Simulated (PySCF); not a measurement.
# RbH: changing the method

Aim: see what other levels and later steps give for RbH.

Method: each script names its method and basis; program: PySCF 2.14.0.

3 further runs of the same task are left out: 2 for a known fault of the program, 1 that didn't finish.

**1. The starting structure**

RbH: 2 atoms, charge 0, spin multiplicity 1.

Bond lengths: Rb1–H2 2.380 Å.

**2. The base run**

input.py

```python
from pyscf import gto, scf, cc

mol = gto.M(
    atom='Rb 0 0 0; H 0 0 2.38',
    basis='jorge-dzp',
    charge=0,
    spin=0,
    verbose=4,
)
mf = scf.UHF(mol)
mf.kernel()
mycc = cc.CCSD(mf)
mycc.kernel()
mf.dip_moment()
print('orbital energies (hartree):', [e[max(0, n-3):n+3].round(4) for e, n in zip(mf.mo_energy, mol.nelec)])
```

Command:

```console
$ python input.py
```

**3. CCSD(T)**

Variant 1 changes step after the SCF: ccsd → ccsd(t); frozen orbitals: none → 9.

Edit input.py of step 2 so:

```diff
@@ -11,4 +11,5 @@
 mf.kernel()
-mycc = cc.CCSD(mf)
+mycc = cc.CCSD(mf, frozen=9)
 mycc.kernel()
+mycc.ccsd_t()
 mf.dip_moment()
```

**4. RHF**

Variant 2 changes SCF type: UHF → RHF.

input.py

```python
from pyscf import gto, scf, cc

mol = gto.M(
    atom='Rb 0 0 0; H 0 0 2.38',
    basis='jorge-dzp',
    charge=0,
    spin=0,
    verbose=4,
)
mf = scf.RHF(mol)
mf.kernel()
mycc = cc.CCSD(mf)
mycc.kernel()
mf.dip_moment()
print('orbital energies (hartree):', mf.mo_energy[..., max(0, mol.nelec[1]-3):mol.nelec[0]+3].round(4))
```

**5. Frozen orbitals 19**

Variant 3 changes frozen orbitals: none → 19.

Edit input.py of step 2 so:

```diff
@@ -11,3 +11,3 @@
 mf.kernel()
-mycc = cc.CCSD(mf)
+mycc = cc.CCSD(mf, frozen=19)
 mycc.kernel()
```

**6. Gradient**

Variant 4 changes step after the SCF: ccsd → gradient.

Edit input.py of step 2 so:

```diff
@@ -1,2 +1,2 @@
-from pyscf import gto, scf, cc
+from pyscf import gto, scf
 
@@ -11,4 +11,3 @@
 mf.kernel()
-mycc = cc.CCSD(mf)
-mycc.kernel()
+mf.nuc_grad_method().kernel()
 mf.dip_moment()
```

What does the calculation give? Wanted: for each run, E(SCF); from base; gap; SCF dipole; after the SCF.

**Answer**, as computed:

```tsv
run	E(SCF) (hartree)	from base (eV)	cycles	gap (eV)	SCF dipole (D)	after the SCF
base	-2938.584850	0	11	6.08	9.45	CCSD correlation -5.645 eV
CCSD(T)	-2938.584850	0.0000	11	6.08	9.45	CCSD(T) correlation -3.104 eV, core frozen
RHF	-2938.584850	0.0000	8	6.08	9.45	CCSD correlation -5.645 eV
frozen orbitals 19	-2938.584850	not comparable	11	6.08	9.45	CCSD correlation 0.000 eV, core frozen
gradient	-2938.584850	0.0000	11	6.08	9.45	n/a
```

**Reading.** The SCF energy stays the same, to the digits that matter, with RHF. The base needs 11 cycles and the run with RHF needs 8. Rows marked «poor choice» come from settings spoiled on purpose.
